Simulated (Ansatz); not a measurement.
# CaI4: the cost of one run

Method: DFT PBE, scalar-relativistic, plane waves, PAW, in Ansatz 0.2.0.

### Step 1. The system as given

Symmetry: P4/mmm, No. 123, tetragonal system. Conventional cell: a = 5.090 Å, b = 5.090 Å, c = 18.000 Å, α = 90.00°, β = 90.00°, γ = 90.00°. Ca (site symmetry 4/mmm) has 8 I at 3.09 Å as nearest neighbours. Around I (site symmetry 2mm) lie 2 Ca at 3.09 Å.

Structure file:

```xyz
5
Lattice="3.5990 -3.5990 0.0000 3.5990 3.5990 0.0000 0.0000 0.0000 18.0000" Properties=species:S:1:pos:R:3 pbc="T T F"
Ca    3.5990    0.0000    9.0000
I     1.7995    1.7995   10.7495
I     1.7995   -1.7995   10.7495
I     1.7995    1.7995    7.2505
I     1.7995   -1.7995    7.2505
```

Recipe of the guess: ordered sheet modelled on a layer of NdI2 (1 of 2 Ca left empty), with Ca on the Nd sites. The dimensions are guesses.

It is a sheet, periodic along a and b, with vacuum along c; volumes and pressures of the box carry no meaning, and space groups named for it are those of the box.

### Step 2. Probe: one point on a coarse mesh

Contents of input.yaml:

```yaml
crystal:
  lattice:
    - [3.59904176, -3.59904176, 0.0]
    - [3.59904176, 3.59904176, 0.0]
    - [0.0, 0.0, 18.0]
  atoms:
    - { symbol: Ca, position: [0.5, 0.5, 0.5] }
    - { symbol: I, position: [0.0, 0.5, 0.59719246] }
    - { symbol: I, position: [0.5, 0.0, 0.59719246] }
    - { symbol: I, position: [0.0, 0.5, 0.40280754] }
    - { symbol: I, position: [0.5, 0.0, 0.40280754] }
  periodic: [true, true, false]
basis:
  ecutwfc: 420
kpoints:
  mp_grid: { grid: [4, 4, 1] }
hamiltonian:
  xc: pbe
scf:
  occupations: { method: gaussian, width: 0.1 }
  lower_state_search: "off"
output:
  forces: true
  stress: true
  eigenvalues: true
```

On the command line:

```sh
ansatz run input.yaml --threads 1 --pin off --max-ram 2048MiB --backend cpu --events-out ev --progress --plain --runs-dir out
```

What time and memory should one allow on 1 thread of Intel Xeon 6975P-C (Granite Rapids), shared host?

About 9.1 s, with a peak of 0.85 GiB.
